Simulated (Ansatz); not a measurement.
# CsPb2Br5: the cost of one run

Computed with Ansatz 0.2.0 (DFT PBEsol, scalar-relativistic, plane waves, PAW).

## 1. The structure to begin with

The structure is tetragonal, space group I4/mcm (No. 140). The conventional cell has a = 8.608 Å, b = 8.608 Å, c = 16.069 Å, α = 90.00°, β = 90.00°, γ = 90.00°. Cs (site symmetry 422) is surrounded by 10 Br at 3.84 to 4.02 Å. Pb (site symmetry m2m) has 4 Br at 2.93 to 3.20 Å as nearest neighbours. Around Br (site symmetry 4/m) lie 4 Pb at 3.20 Å and 2 Cs at 4.02 Å. Around Br (site symmetry m) lie 3 Pb at 2.93 to 3.42 Å and 2 Cs at 3.84 Å.

Coordinates:

```
CELL_PARAMETERS angstrom
-4.30375 4.30375 8.03435
4.30375 -4.30375 8.03435
4.30375 4.30375 -8.03435
ATOMIC_POSITIONS crystal
Cs 0.75000 0.75000 0.00000
Cs 0.25000 0.25000 0.00000
Pb 0.66946 0.83054 0.50000
Pb 0.33054 0.16946 0.50000
Pb 0.83054 0.33054 0.16109
Pb 0.16946 0.66946 0.83891
Br 0.50000 0.50000 0.00000
Br 0.00000 0.00000 0.00000
Br 0.72314 0.52980 0.50000
Br 0.27686 0.47020 0.50000
Br 0.02980 0.22314 0.50000
Br 0.97020 0.77686 0.50000
Br 0.52980 0.02980 0.80666
Br 0.47020 0.97020 0.19334
Br 0.22314 0.72314 0.19334
Br 0.77686 0.27686 0.80666
```

It goes back to an entry of the Materials Project.

This cell was relaxed beforehand with the same method: volume 37.20 Å³/atom, gap on the mesh 3.08 eV.

## 2. Relaxing with PBEsol

The input, input.yaml:

```yaml
crystal:
  lattice:
    - [-4.3037502289, 4.3037502289, 8.0343504507]
    - [4.3037502289, -4.3037502289, 8.0343504507]
    - [4.3037502289, 4.3037502289, -8.0343504507]
  atoms:
    - { symbol: Cs, position: [0.75, 0.75, 0.0] }
    - { symbol: Cs, position: [0.25, 0.25, 0.0] }
    - { symbol: Pb, position: [0.6694554988, 0.8305445012, 0.5] }
    - { symbol: Pb, position: [0.3305445012, 0.1694554988, 0.5] }
    - { symbol: Pb, position: [0.8305445012, 0.3305445012, 0.1610890025] }
    - { symbol: Pb, position: [0.1694554988, 0.6694554988, 0.8389109975] }
    - { symbol: Br, position: [0.5, 0.5, 0.0] }
    - { symbol: Br, position: [0.0, 0.0, 0.0] }
    - { symbol: Br, position: [0.7231377921, 0.5297986718, 0.5] }
    - { symbol: Br, position: [0.2768622079, 0.4702013282, 0.5] }
    - { symbol: Br, position: [0.0297986718, 0.2231377921, 0.5] }
    - { symbol: Br, position: [0.9702013282, 0.7768622079, 0.5] }
    - { symbol: Br, position: [0.5297986718, 0.0297986718, 0.8066608797] }
    - { symbol: Br, position: [0.4702013282, 0.9702013282, 0.1933391203] }
    - { symbol: Br, position: [0.2231377921, 0.7231377921, 0.1933391203] }
    - { symbol: Br, position: [0.7768622079, 0.2768622079, 0.8066608797] }
basis:
  ecutwfc: 420
kpoints:
  mp_grid: { grid: [4, 4, 4] }
hamiltonian:
  xc: pbesol
scf:
  occupations: { method: gaussian, width: 0.02 }
output:
  forces: true
  stress: true
  eigenvalues: true
relax:
  adjacent_minimum: "off"
  f_tol: 0.005
  max_steps: 50
  cell: { stress_tol: 0.05 }
```

Launch:

```sh
$ ansatz run input.yaml --threads 8 --pin off --max-ram 22528MiB --backend cpu --events-out ev --progress --plain --runs-dir out
```

**Question.** How long does this run take on 8 threads of Arm Neoverse V1, shared host, and how much memory does it need?

About 57 s, with a peak of 2.8 GiB.
